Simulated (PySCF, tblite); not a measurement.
# C₆H₉AsBN: geometry, infrared bands and NMR shifts

Wanted: the infrared bands and NMR shifts of C₆H₉AsBN (`CCCC#CB([AsH2])C#N`), by calculation.

The runs use tblite 0.8.0 and PySCF 2.14.0, with density-fitted response routines of our own; the level of theory stands in each step. All values are computed, except where a source is named. Atoms count from 0, in the outputs and in this text.

## Step 1: Starting geometry

18 atoms, charge 0, multiplicity 1; geometry from: force field or distance geometry start.

Bonds of the start (Å): C0–C1 1.51, C1–C2 1.52, C2–C3 1.46, C3–C4 1.21, C4–B5 1.55, B5–As6 2.06, B5–C7 1.56, C7–N8 1.18, C0–H9 1.11, C0–H10 1.12, C0–H11 1.12, C1–H12 1.09, C1–H13 1.13, C2–H14 1.12, C2–H15 1.11, As6–H16 1.56, As6–H17 1.54.

## Step 2: Geometry optimisation with GFN2-xTB

What the job is given:

```
{"job": {"kind": "relax", "xc": "GFN2-xTB", "basis": "xTB"}, "charge": 0, "multiplicity": 1}
C     -3.287500     0.439600    -0.743500
C     -1.818800     0.645600    -0.454100
C     -1.208900    -0.749000    -0.443700
C      0.215800    -0.624900    -0.173400
C      1.401600    -0.556500     0.072100
B      2.916200    -0.450000     0.382500
As     3.877100     1.134900    -0.521300
C      3.769800    -1.750600     0.448300
N      4.402300    -2.741700     0.478900
H     -3.914400     0.912000     0.046600
H     -3.554900    -0.652300    -0.726200
H     -3.559600     0.841900    -1.750600
H     -1.321000     1.330200    -1.146600
H     -1.684300     1.036100     0.599700
H     -1.409100    -1.160500    -1.463300
H     -1.726400    -1.430300     0.270100
H      3.082300     1.428100    -1.828400
H      3.810800     2.353800     0.411700
```

Run with:

```
OMP_NUM_THREADS=1 python probes_run.py task.json out
```

This one command runs all jobs of the session in turn.

**Question.** This job is followed by: GFN2-xTB harmonic vibrations, gas phase; GIAO PBE0/pcSseg-1 NMR shielding, non-relativistic, gas phase. Predict these results of the whole session: strongest single infrared mode (GFN2-xTB); zero-point energy (GFN2-xTB); ¹³C shifts against TMS (PBE0/pcSseg-1); ¹H shifts against TMS (PBE0/pcSseg-1, means over atoms taken as alike); ¹¹B shifts against BF3·OEt2 (PBE0/pcSseg-1); ⁷⁵As shifts against AsH3 (PBE0/pcSseg-1); ¹⁵N shifts against NH3 (PBE0/pcSseg-1).

The runs gave:

```
                                                              quantity                                     value
                             strongest single infrared mode (GFN2-xTB)                     1918 cm⁻¹, 696 km/mol
                                          zero-point energy (GFN2-xTB)                             81.1 kcal/mol
                                ¹³C shifts against TMS (PBE0/pcSseg-1)  169.7, 129.9, 99.8, 28.0, 27.7, 17.0 ppm
¹H shifts against TMS (PBE0/pcSseg-1, means over atoms taken as alike)                3.45, 2.71, 1.81, 1.14 ppm
                           ¹¹B shifts against BF3·OEt2 (PBE0/pcSseg-1)                                  65.3 ppm
                              ⁷⁵As shifts against AsH3 (PBE0/pcSseg-1)                                   283 ppm
                                ¹⁵N shifts against NH3 (PBE0/pcSseg-1)                                 399.2 ppm
```

**Reading.** The optimisation took 159 steps and gained 1.411 eV; among the close pairs (by a distance rule), C4–B5 changed most, from 1.550 to 1.488 Å. No mode is imaginary among the 48: a minimum at this level. The strongest single mode, at 1918 cm⁻¹, moves mainly H17. Unscaled tight-binding wavenumbers are off by several per cent, some by more. Its intensities can rank the bands wrongly. At PBE0/pcSseg-1: Shielding is most anisotropic at As6 (span 565 ppm, paramagnetic term -1173 ppm). Spin-orbit coupling is left out, which matters for shieldings and couplings at and beside the heavy atoms.
